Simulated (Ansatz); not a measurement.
# CH4GeOS, SMILES C[S][Ge][OH]: a rigid torsion scan

Program: the Python package of Ansatz (0.2.0).

The script, `torsion.py`:
```python
"""Energy of CH4GeOS as one group turns about a bond."""

import ansatz as az
from ase import Atoms

BASIS_SET = "def2-SVP"
XC = "hf"
FORCE_TOL = 0.02


def main() -> None:
    atoms = Atoms(["C", "S", "Ge", "O", "H", "H", "H", "H"], positions=[
        (-0.7415, 0.9348, -0.0376),
        (1.0164, 1.1138, -0.1553),
        (1.3404, -0.7601, 0.9729),
        (0.7669, -2.139, 0.0825),
        (-1.1304, 0.0436, -0.5687),
        (-1.2488, 1.8673, -0.5608),
        (-1.0851, 0.9781, 1.0168),
        (1.1742, -2.0956, -0.8055),
    ])

    # start the scan from a relaxed geometry
    first = (
        az.Crystal.molecule_from_ase(atoms).calculation()
        .basis(gaussian=BASIS_SET)  # atom-centred Gaussian functions
        .functional(XC)
        .relax(force_tolerance=FORCE_TOL, max_steps=80)
    )
    atoms.positions = first.run().report["positions_ang"]

    start = atoms.get_dihedral(4, 0, 1, 2)
    energies = {}
    for turn in range(0, 360, 30):
        turned = atoms.copy()
        turned.set_dihedral(4, 0, 1, 2, start + turn, indices=[1, 2, 3, 7])
        calculation = az.Crystal.molecule_from_ase(turned).calculation()
        calculation = calculation.basis(gaussian=BASIS_SET).functional(XC)
        energies[round((start + turn) % 360)] = calculation.run().report["free_energy_ev"]
    floor = min(energies.values())
    print("dihedral H4-C0-S1-Ge2 (deg)   E - E(min) (kcal/mol)")
    for angle, e in sorted(energies.items()):
        print(f"{angle:8d} {23.060548 * (e - floor):14.3f}  " + "#" * int(30 * (e - floor) / max(max(energies.values()) - floor, 1e-9)))


if __name__ == "__main__":
    main()
```

`python torsion.py` gives:
```text
dihedral H4-C0-S1-Ge2 (deg)   E - E(min) (kcal/mol)
      28          1.488  #############
      58          0.747  ######
      88          1.644  ###############
     118          3.238  ##############################
     148          1.648  ###############
     178          0.745  ######
     208          1.481  #############
     238          2.492  #######################
     268          0.834  #######
     298          0.000
     328          0.832  #######
     358          2.495  #######################
```

The settings weren't tested for convergence. The scan is rigid and the energies are electronic, in a modest basis. With rigid groups the curve can differ much from the relaxed path, the start wasn't checked as a minimum of this torsion, and equivalent turns needn't return to the same energy. Wall time of the script: 53 s on 1 thread of Arm Neoverse V2, with other jobs on the host, peak memory 0.28 GiB.
